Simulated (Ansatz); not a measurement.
YIn, space group Pm-3m: a frozen displacement of one atom, run with Ansatz's Python interface.

`push_yin.py`
```python
# -*- coding: utf-8 -*-
'''Energy and force of YIn as one atom is pushed off its site.'''

import warnings

import ansatz as az
import numpy as np


def main():
    warnings.simplefilter('ignore', az.DeckWarning)

    lattice = az.Lattice.of(
        (3.81, 0.0, 0.0),
        (0.0, 3.81, 0.0),
        (0.0, 0.0, 3.81),
    )
    sites = [
        ('Y', (0.5, 0.5, 0.5)),
        ('In', (0.0, 0.0, 0.0)),
    ]
    crystal = az.Crystal(lattice=lattice)
    for symbol, position in sites:
        crystal = crystal.atom(symbol, position)

    inverse = np.linalg.inv(np.array(crystal.lattice.vectors))
    home = np.array(crystal.sites[0].position)
    values = np.linspace(-0.02, 0.02, 5)
    energies, pulls = [], []
    for shift in values:
        moved = crystal.move(0, to=home + shift * inverse[2])
        base = (
            moved.calculation()
            .functional('pbesol', dispersion='d4')
            .pseudopotentials('paw')
            .basis(470)
            .kpoints(density=3.1)
            .occupations('Fermi-Dirac', width=0.15)
            .forces()
        )
        summary = base.run(threads=1, pin='off').report
        energies.append(summary['free_energy_ev'])
        pulls.append(summary['forces_ev_ang'][0][2])

    # the force is minus the slope of the free energy
    print('shift (A)   dE (eV)   force along z (eV/A)')
    for shift, e, f in zip(values, energies, pulls):
        print(f'{shift:8.3f} {e - energies[2]:10.5f} {f:12.4f}')
    print(f'stiffness from energies {2 * np.polyfit(values, energies, 2)[0]:.3f}, from forces {-np.polyfit(values, pulls, 1)[0]:.3f} eV/A^2')


if __name__ == '__main__':
    main()
```

How stiff is this displacement, and do energies and forces agree?

The curvature of the energy gives 2.362 eV/Å² and the slope of the force 2.361 eV/Å², a positive curvature.

What the script printed:

```console
$ python push_yin.py
shift (A)   dE (eV)   force along z (eV/A)
  -0.020    0.00047       0.0472
  -0.010    0.00012       0.0236
   0.000    0.00000      -0.0000
   0.010    0.00012      -0.0236
   0.020    0.00047      -0.0472
stiffness from energies 2.362, from forces 2.361 eV/A^2
```

Notes:
- Dispersion corrections can be off by several per cent in the lattices of metals, and by several GPa in the pressure at a fixed cell.
- For a metal this k-point mesh is coarse: on a finer one energies can move by several to tens of meV an atom and pressures by half a GPa or more, differences at one mesh by less.
- In a metal a curvature from energy changes of a few meV or less hangs on mesh and smearing, in size and even in sign.
- The structure is a deposited one; some such entries were measured under pressure or heat, so a shift against it needn't be the functional's error alone.
- All periodic images of the atom move with it, so the curvature is one diagonal element of the zone-centre force constants and no normal mode; a positive value doesn't exclude soft modes in which several atoms move.
- Timing: 9.9 s on 1 thread of AMD EPYC 7R43 64-Core Processor (Zen 3), on a shared host, peak memory 0.45 GiB.

(A comment or docstring line of the script was reworded after the run, the code is as it ran; lines on the test bed's own set-up are left out of the output.)
